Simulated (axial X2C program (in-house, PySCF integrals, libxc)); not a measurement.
**All-electron X2C curves of PBe⁺**

Aim: find the lowest determinant of PBe⁺, scan the bond at several levels and fit the constants, once spin-free and once with spin–orbit coupling.

The runs use an in-house X2C program for linear molecules on PySCF integrals; all-electron X2C, P dyall-v3z, Be dyall-cv3z.

All values are calculated.

## 1. The job

The input, task.json:

```json
{"zs": [15, 4], "q": 1, "bas": ["dyall-v3z", "dyall-cv3z"], "levels": ["PBE0", "HF", "PBE"], "cc": true, "r0": 1.92, "thr": -2.0, "nmax": 90, "npts": 10, "nst": 2, "ntry": 6}
```

Keys: zs atomic numbers; q charge; bas basis sets; levels methods (HF also brings MP2); cc coupled cluster on or off; r0 starting distance in Å; thr threshold in hartree for freezing inner shells (an s shell follows its p shell); nmax most natural virtual spinors; npts points asked for on the curve; nst determinants followed; ntry starts of the search.

Run with:

```
> python so2c.py task.json out
```

Spin-free means the one-electron spin-free X2C Hamiltonian; two-component (2c) means X2C with spin–orbit coupling and atomic mean-field two-electron Coulomb and Gaunt terms. Basis: P dyall-v3z contracted to [8s7p2d1f], Be dyall-cv3z contracted to [8s8p3d1f]; Gaussian nuclei, density fitting. Masses: P 30.974 u, Be 9.012 u.

Notation: σ, π±, δ± give the projection m of an orbital's angular momentum (0, ±1, ±2), α and β its spin, Λ and M_S the sums; ω is the projection of a spinor's total angular momentum and Ω the sum. Logs are in hartree.

The results follow Hamiltonian by Hamiltonian and level by level.

## 2. Search for the lowest determinant

PBE0 moves the distance from 1.920 Å to 2.019 Å and compares determinants there.

Spin-free determinants:

```
ΔE (eV)           state                              open shells
   0.00  M_S = 1, Λ = 0           beyond closed shells: π+α, π-α
   0.96  M_S = 0, Λ = 2           beyond closed shells: π+α, π+β
   0.96  M_S = 0, Λ = 0           beyond closed shells: π+β, π-α
   2.14  M_S = 2, Λ = 0   beyond closed shells: 2 × σα, π+α, π-α
   2.25  M_S = 1, Λ = 1  beyond closed shells: σα, π+α, π+β, π-α
   2.35  M_S = 1, Λ = 1            beyond closed shells: σα, π+α
   2.40  M_S = 0, Λ = 1            beyond closed shells: σα, π+β
```

Two-component determinants:

```csv
ΔE (eV),state,open shells
0.00,Ω = 1,"excess of +ω over −ω: ω = -1/2, ω = 3/2"
0.93,Ω = 0,closed shell
0.95,Ω = 2,"excess of +ω over −ω: ω = 1/2, ω = 3/2"
0.98,Ω = 0,closed shell
2.39,Ω = 1,excess of +ω over −ω: 2 × ω = 1/2
2.61,Ω = 1,excess of +ω over −ω: 2 × ω = 1/2
3.01,Ω = 0,"excess of +ω over −ω: 3 × ω = 1/2, ω = -3/2"
```

## 3. PBE0, spin-free

State followed: M_S = 1, Λ = 0 (beyond closed shells: π+α, π-α). The scan is laid around 2.019 Å, a first estimate of the minimum, and this SCF restarts from the orbitals of the search.

The SCF at the reference distance of 2.019 Å:

```text
spin-free X2C-1e  PBE0
basis functions 100  fitting functions 541  grid points 4359
iter        total energy     max residual
   1       -356.376941074     4.96e-06
   2       -356.376941076     4.86e-06
converged
one-electron -518.66179886  Coulomb 172.29054228  exact exchange -6.30239957  xc functional -19.42920502  nuclear repulsion 15.72592009
```

Along the bond, energies from the lowest point:

```
R (Å)  E (eV)  μ (D)  HOMO (eV)  LUMO (eV)  iterations
1.756  0.5607   6.00     -14.27     -10.17          11
1.837  0.2309   6.19     -14.05      -9.96          11
1.898  0.0901   6.32     -13.89      -9.82          11
1.958  0.0185   6.44     -13.76      -9.83          11
2.019  0.0000   6.54     -13.64      -9.86           2
2.090  0.0285   6.63     -13.52      -9.87          12
2.160  0.0952   6.68     -13.43      -9.90          12
2.251  0.2167   6.68     -13.35     -10.00          12
2.362  0.3933   6.61     -13.30     -10.05          12
2.524  0.6653   6.48     -13.27      -9.99          12
```

Dipoles are positive if Be is the positive end and refer to the centre of mass.

Outer orbitals at the reference distance:

| symmetry | occupied | ε (eV) | atomic character |
| --- | --- | --- | --- |
| σα | yes | -23.26 | 68% P s, 14% Be p, 12% Be s |
| σβ | yes | -21.02 | 66% P s, 15% Be p, 13% Be s |
| σα | yes | -14.88 | 60% P p, 25% Be s, 9% P s |
| σβ | yes | -14.15 | 60% P p, 25% Be s, 10% P s |
| π-α | yes | -13.64 | 78% P p, 16% Be p, 4% Be d |
| π+α | yes | -13.64 | 78% P p, 16% Be p, 4% Be d |
| σα | no | -9.86 | 44% Be p, 41% Be s, 11% P p |
| σβ | no | -9.70 | 48% Be p, 38% Be s, 12% P p |
| π+β | no | -9.57 | 61% P p, 34% Be p, 3% Be d |
| π-β | no | -9.57 | 61% P p, 34% Be p, 3% Be d |

PBE0 fields in the half plane through the axis: z from -2.4 to 4.2 Å across, distance from the axis 0.15 to 2.25 Å upwards; P lies at z = 0 and Be at z = 2.019 Å; the ELF is damped to zero where the density is low.

log10 density (e/bohr³). Ten even steps from '0' (-5.29 ) to '9' (1.15 ):
```
01122233333332222211100
11223333443333333222110
12233444444444443332210
12334455555554444332211
22344556665555554433221
23345566666665555443221
23445667776666665443321
23455668986666886443321
```

ELF. Ten even steps from ' ' (0.00 ) to '@' (1.00 ):
```
            ........                          
        ..::--==----::::::------::..          
      ..--++******++====++********==..        
    ..==**##%%%%%%##****##%%%%%%%%**==..      
    --**%%%%@@@@%%%%####%%%%@@%%%%##++::      
  ..++##%%@@@@##++**##%%%%%%++....--==--      
  ::**%%@@@@**  ::  ++%%@@==        ..::..    
  --##%%@@@@..##**##..%%@@  @@@@%%    ....    
```

Re = 2.014 Å, ωe = 660 cm⁻¹, ωexe = 6.79 cm⁻¹, Be = 0.5956 cm⁻¹, De = 2.66 eV, μ = 6.53 D.

## 4. HF, spin-free

Output at 2.019 Å:

```text
spin-free X2C-1e  HF
basis functions 100  fitting functions 541  grid points 4359
iter        total energy     max residual
   1       -355.854934754     7.55e-02
   2       -355.864579619     6.97e-03
   3       -355.865199367     2.76e-03
   4       -355.865336658     1.06e-03
   5       -355.865369314     3.58e-04
   6       -355.865374205     1.63e-04
   7       -355.865375649     4.21e-05
   8       -355.865375765     1.69e-05
   9       -355.865375783     6.59e-06
  10       -355.865375785     4.97e-06
  11       -355.865375788     4.03e-06
  12       -355.865375792     2.27e-06
  13       -355.865375794     6.37e-07
  14       -355.865375794     1.78e-07
converged
one-electron -518.63731749  Coulomb 172.30255647  exact exchange -25.25653485  xc functional 0.00000000  nuclear repulsion 15.72592009
```

No constants are quoted: the solution changes its character somewhere along the scan, so the fit is set aside.

## 5. PBE, spin-free

Output at 2.019 Å:

```text
spin-free X2C-1e  PBE
basis functions 100  fitting functions 541  grid points 4359
iter        total energy     max residual
   1       -356.346139126     2.88e-02
   2       -356.346668229     6.45e-03
   3       -356.342359447     1.49e-02
   4       -356.347667528     5.67e-04
   5       -356.347674267     1.96e-04
   6       -356.347674939     6.56e-05
   7       -356.347675020     7.56e-06
   8       -356.347675021     1.74e-06
converged
one-electron -518.58056245  Coulomb 172.19481459  exact exchange 0.00000000  xc functional -25.68784725  nuclear repulsion 15.72592009
```

Re = 2.028 Å, ωe = 644 cm⁻¹, ωexe = 6 cm⁻¹, Be = 0.587 cm⁻¹, De = 2.84 eV, μ = 6.11 D.

## 6. MP2 and beyond, spin-free

Correlated methods: 6 electrons correlated (frozen shells, counted by type: P 2 s, 1 p; Be 1 s), 148 virtual spinors in MP2, 78 natural virtuals in coupled cluster.

Output of the correlated part at 2.019 Å:

```text
correlated 6  virtual 148  natural virtual 78  E(MP2) -0.117274176  MP2 remainder -0.001249882
iter   CCSD correlation   residual
   1     -0.132584165   1.05e-01
   2     -0.138519654   4.29e-02
   3     -0.139466741   1.63e-02
   4     -0.139721018   7.94e-03
   5     -0.139736496   2.66e-03
   6     -0.139729953   1.12e-03
   7     -0.139736893   5.04e-04
   8     -0.139737103   2.08e-04
   9     -0.139736323   7.90e-05
  10     -0.139736788   2.63e-05
  11     -0.139737073   1.25e-05
  12     -0.139737153   5.96e-06
  13     -0.139737169   3.29e-06
(T) -0.007077335  T1 0.0337  D1 0.0598  max T2 0.087
```

T1 in the output is the amplitude norm over the root of the electron number; divide by √2 for the Lee–Taylor value.

MP2: No constants are quoted: the reference changes its character somewhere along the scan, so the fit is set aside.

CCSD: No constants are quoted: the reference changes its character somewhere along the scan, so the fit is set aside.

CCSD(T): No constants are quoted: the reference changes its character somewhere along the scan, so the fit is set aside.

## 7. A higher determinant, spin-free

State: M_S = 0, Λ = 2 (beyond closed shells: π+α, π+β).

Output at the reference distance:

```text
spin-free X2C-1e  PBE0
basis functions 100  fitting functions 541  grid points 4359
iter        total energy     max residual
   1       -356.341840069     1.23e-05
   2       -356.341840068     2.28e-05
   3       -356.341840076     1.74e-06
   4       -356.341840076     6.55e-07
converged
one-electron -518.55129967  Coulomb 172.16762966  exact exchange -6.28805615  xc functional -19.39603400  nuclear repulsion 15.72592009
```

```
R (Å)  E above the lowest PBE0 point (eV)
1.756                               1.504
1.837                               1.173
1.898                               1.033
1.958                               0.966
2.019                               0.955
2.090                               0.996
2.160                               1.079
2.251                               1.228
2.362                               1.448
```

Re = 2.002 Å, ωe = 701 cm⁻¹, ωexe = 5.21 cm⁻¹, Be = 0.6024 cm⁻¹, μ = 6.40 D. Te = 0.95 eV.

## 8. The spin-free curves together

Energy (eV) of the followed determinant, spin-free, from each level's lowest point:

```
R (Å)   PBE0  HF (jumps)  MP2 (its reference jumps)  CCSD (its reference jumps)  CCSD(T) (its reference jumps)    PBE
1.756  0.561       0.601                      0.628                         n/a                            n/a  0.605
1.837  0.231       0.259                      0.276                       0.279                          0.290  0.262
1.898  0.090       0.109                      0.120                       0.122                          0.129  0.111
1.958  0.019       0.029                      0.034                       0.035                          0.038  0.029
2.019  0.000       0.000                      0.000                       0.000                          0.000  0.000
2.090  0.029       0.009                      0.019                       0.009                          0.011  0.018
2.160  0.095       0.017                      0.196                       0.087                          0.095  0.075
2.251  0.217       0.029                      0.359                       0.213                          0.226  0.188
2.362  0.393       0.072                      0.519                         n/a                            n/a  0.361
2.524  0.665       0.178                      0.737                         n/a                            n/a  0.635
```

## 9. PBE0, 2c

State followed: Ω = 1 (excess of +ω over −ω: ω = -1/2, ω = 3/2). The scan is laid around 2.019 Å, a first estimate of the minimum, and this SCF restarts from the orbitals of the search.

The SCF at the reference distance of 2.019 Å:

```text
two-component X2C + atomic mean field  PBE0
basis functions 100  fitting functions 541  grid points 4359
iter        total energy     max residual
   1       -356.329103816     8.02e-06
   2       -356.329103823     3.64e-06
   3       -356.329103824     3.40e-06
converged
one-electron -518.53458463  Coulomb 172.25416458  exact exchange -6.30118022  xc functional -19.42541464  nuclear repulsion 15.72592009  atomic mean-field constant -0.04800899
```

Along the bond, energies from the lowest point:

```
R (Å)  E (eV)  μ (D)  HOMO (eV)  LUMO (eV)  iterations
1.756  0.5616   6.00     -14.26     -10.18          11
1.837  0.2314   6.19     -14.04      -9.97          11
1.898  0.0904   6.32     -13.88      -9.83          11
1.958  0.0187   6.44     -13.74      -9.83          11
2.019  0.0000   6.54     -13.62      -9.85           3
2.090  0.0284   6.63     -13.50      -9.87          12
2.160  0.0949   6.68     -13.41      -9.90          12
2.251  0.2163   6.68     -13.33      -9.99          12
2.362  0.3927   6.61     -13.28     -10.04          12
2.524  0.6645   6.48     -13.25      -9.99          12
```

Dipoles are positive if Be is the positive end and refer to the centre of mass.

Outer spinors at the reference distance:

```tsv
ω	occupied	ε (eV)	atomic character	λ mixture
1/2	yes	-23.26	68% P s, 14% Be p, 12% Be s	100% σ
-1/2	yes	-21.02	66% P s, 15% Be p, 13% Be s	100% σ
1/2	yes	-14.88	60% P p, 25% Be s, 9% P s	100% σ
-1/2	yes	-14.15	60% P p, 25% Be s, 10% P s	100% σ
-1/2	yes	-13.65	78% P p, 16% Be p, 4% Be d	100% π
3/2	yes	-13.62	78% P p, 16% Be p, 4% Be d	100% π
1/2	no	-9.85	44% Be p, 41% Be s, 11% P p	100% σ
-1/2	no	-9.70	48% Be p, 38% Be s, 12% P p	100% σ
1/2	no	-9.58	62% P p, 34% Be p, 3% Be d	100% π
-3/2	no	-9.56	61% P p, 35% Be p, 3% Be d	100% π
```

PBE0 fields in the half plane through the axis: z from -2.4 to 4.2 Å across, distance from the axis 0.15 to 2.25 Å upwards; P lies at z = 0 and Be at z = 2.019 Å; the ELF is damped to zero where the density is low.

log10 density (e/bohr³). Ten even steps from ' ' (-5.29 ) to '@' (1.15 ):
```
  ....::::::--------------::::::::::......    
....::::--------====--------------::::::....  
..::::----======================------::::..  
..::----====++++++++++++++========----::::....
::::--====++++******++++++++++++====----::::..
::----==++++**************++++++++====--::::..
::--====++****######************++====----::..
::--==++++****%%@@%%********%%%%**====----::..
```

ELF. Ten even steps from '0' (0.00 ) to '9' (1.00 ):
```
00000011110000000000000
00001234332223332100000
00013566654456666410000
00146788876678888641000
00368899887788988752000
01578997567888511343000
02689960205894000012100
03789917671890998001100
```

Re = 2.014 Å, ωe = 660 cm⁻¹, ωexe = 6.79 cm⁻¹, Be = 0.5954 cm⁻¹, De = 2.66 eV, μ = 6.53 D.

## 10. HF, 2c

Output at 2.019 Å:

```text
two-component X2C + atomic mean field  HF
basis functions 100  fitting functions 541  grid points 4359
iter        total energy     max residual
   1       -355.807229850     7.55e-02
   2       -355.816871977     6.97e-03
   3       -355.817491696     2.76e-03
   4       -355.817628996     1.06e-03
   5       -355.817661674     3.59e-04
   6       -355.817666600     1.63e-04
   7       -355.817668060     4.26e-05
   8       -355.817668182     1.72e-05
   9       -355.817668204     6.89e-06
  10       -355.817668208     5.50e-06
  11       -355.817668212     4.18e-06
  12       -355.817668216     2.57e-06
  13       -355.817668218     1.88e-06
converged
one-electron -518.51028218  Coulomb 172.26636229  exact exchange -25.25165943  xc functional 0.00000000  nuclear repulsion 15.72592009  atomic mean-field constant -0.04800899
```

No constants are quoted: the solution changes its character somewhere along the scan, so the fit is set aside.

## 11. PBE, 2c

Output at 2.019 Å:

```text
two-component X2C + atomic mean field  PBE
basis functions 100  fitting functions 541  grid points 4359
iter        total energy     max residual
   1       -356.298255234     2.89e-02
   2       -356.298788762     6.44e-03
   3       -356.294499943     1.49e-02
   4       -356.299782596     5.65e-04
   5       -356.299789289     1.96e-04
   6       -356.299789956     6.54e-05
   7       -356.299790036     7.56e-06
   8       -356.299790038     1.83e-06
converged
one-electron -518.45360712  Coulomb 172.15871195  exact exchange 0.00000000  xc functional -25.68280596  nuclear repulsion 15.72592009  atomic mean-field constant -0.04800899
```

Re = 2.028 Å, ωe = 644 cm⁻¹, ωexe = 6 cm⁻¹, Be = 0.5869 cm⁻¹, De = 2.84 eV, μ = 6.11 D.

## 12. MP2 and beyond, 2c

Correlated methods: 6 electrons correlated (frozen shells, counted by type: P 2 s, 1 p; Be 1 s), 148 virtual spinors in MP2, 78 natural virtuals in coupled cluster.

Output of the correlated part at 2.019 Å:

```text
correlated 6  virtual 148  natural virtual 78  E(MP2) -0.117276893  MP2 remainder -0.001249597
iter   CCSD correlation   residual
   1     -0.132587175   1.05e-01
   2     -0.138522247   4.29e-02
   3     -0.139468407   1.63e-02
   4     -0.139722411   7.93e-03
   5     -0.139737801   2.65e-03
   6     -0.139731241   1.12e-03
   7     -0.139738155   5.03e-04
   8     -0.139738357   2.07e-04
   9     -0.139737575   7.89e-05
  10     -0.139738038   2.62e-05
  11     -0.139738322   1.24e-05
  12     -0.139738402   5.93e-06
  13     -0.139738418   3.28e-06
(T) -0.007077433  T1 0.0337  D1 0.0597  max T2 0.085
```

MP2: No constants are quoted: the reference changes its character somewhere along the scan, so the fit is set aside.

CCSD: No constants are quoted: the reference changes its character somewhere along the scan, so the fit is set aside.

CCSD(T): No constants are quoted: the reference changes its character somewhere along the scan, so the fit is set aside.

## 13. A higher determinant, 2c

State: Ω = 0 (closed shell).

Output at the reference distance:

```text
two-component X2C + atomic mean field  PBE0
basis functions 100  fitting functions 541  grid points 4359
iter        total energy     max residual
   1       -356.295037398     1.17e-05
   2       -356.295037418     6.17e-06
   3       -356.295037423     4.69e-06
   4       -356.295037426     8.88e-07
   5       -356.295037426     3.41e-08
converged
one-electron -518.43177513  Coulomb 172.13828130  exact exchange -6.28692828  xc functional -19.39252641  nuclear repulsion 15.72592009  atomic mean-field constant -0.04800899
```

```
R (Å)  E above the lowest PBE0 point (eV)
1.756                               1.479
1.837                               1.146
1.898                               1.006
1.958                               0.939
2.019                               0.927
2.090                               0.967
2.160                               1.050
2.251                               1.198
2.362                               1.416
```

Re = 2.003 Å, ωe = 700 cm⁻¹, ωexe = 5.22 cm⁻¹, Be = 0.602 cm⁻¹, μ = 6.40 D. Te = 0.93 eV.

## 14. The 2c curves together

Energy (eV) of the followed determinant, 2c, from each level's lowest point:

```
R (Å)   PBE0  HF (jumps)  MP2 (its reference jumps)  CCSD (its reference jumps)  CCSD(T) (its reference jumps)    PBE
1.756  0.562       0.601                      0.629                         n/a                            n/a  0.606
1.837  0.231       0.259                      0.276                       0.279                          0.291  0.262
1.898  0.090       0.110                      0.121                       0.123                          0.130  0.111
1.958  0.019       0.029                      0.035                       0.035                          0.038  0.029
2.019  0.000       0.000                      0.000                       0.000                          0.000  0.000
2.090  0.028       0.009                      0.019                       0.009                          0.011  0.018
2.160  0.095       0.016                      0.195                       0.087                          0.095  0.075
2.251  0.216       0.029                      0.358                       0.213                          0.225  0.188
2.362  0.393       0.071                      0.519                         n/a                            n/a  0.360
2.524  0.665       0.177                      0.736                         n/a                            n/a  0.634
```

Time for the job: 36 s (1 thread of Arm Neoverse V1, shared host).

## 15. What came out

Lowest determinant that the search found at its distance, spin-free: M_S = 1, Λ = 0 (beyond closed shells: π+α, π-α).

Lowest determinant that the search found at its distance, 2c: Ω = 1 (excess of +ω over −ω: ω = -1/2, ω = 3/2).

| Hamiltonian | level | Re (Å) | ωe (cm⁻¹) | De (eV) | μ (D) |
| --- | --- | --- | --- | --- | --- |
| spin-free | PBE0 | 2.014 | 660 | 2.66 | 6.53 |
| spin-free | PBE | 2.028 | 644 | 2.84 | 6.11 |
| 2c | PBE0 | 2.014 | 660 | 2.66 | 6.53 |
| 2c | PBE | 2.028 | 644 | 2.84 | 6.11 |

Dipoles are positive if Be is the positive end and refer to the centre of mass. No constants: spin-free HF (the solution changes its character somewhere along the scan, so the fit is set aside); spin-free MP2 (the reference changes its character somewhere along the scan, so the fit is set aside); spin-free CCSD (the reference changes its character somewhere along the scan, so the fit is set aside); spin-free CCSD(T) (the reference changes its character somewhere along the scan, so the fit is set aside); 2c HF (the solution changes its character somewhere along the scan, so the fit is set aside); 2c MP2 (the reference changes its character somewhere along the scan, so the fit is set aside); 2c CCSD (the reference changes its character somewhere along the scan, so the fit is set aside); 2c CCSD(T) (the reference changes its character somewhere along the scan, so the fit is set aside).

Time per point (s) on 1 thread of Arm Neoverse V1, shared host (2c runs); the times are rough: PBE0 0.19, PBE 0.15.

At PBE0, going from spin-free to two-component changes Re by 0 mÅ, ωe by 0.0 %, which is small (part of it comes from the scalar share of the two-electron terms). De moves by 0.00 eV; both De rest on single-determinant atoms, which can miss part of an open shell's spin–orbit lowering.

De refers to P + Be+, each in the lowest determinant found, which need not be this curve's own limit. The state is a single determinant with fixed occupations, the lowest that a limited PBE0 search found. De is counted from the lowest determinant-based energies of the atoms at the same level, without counterpoise correction. Density functionals use the spin component along the axis (collinear). With several unpaired electrons one determinant need not be a pure state.
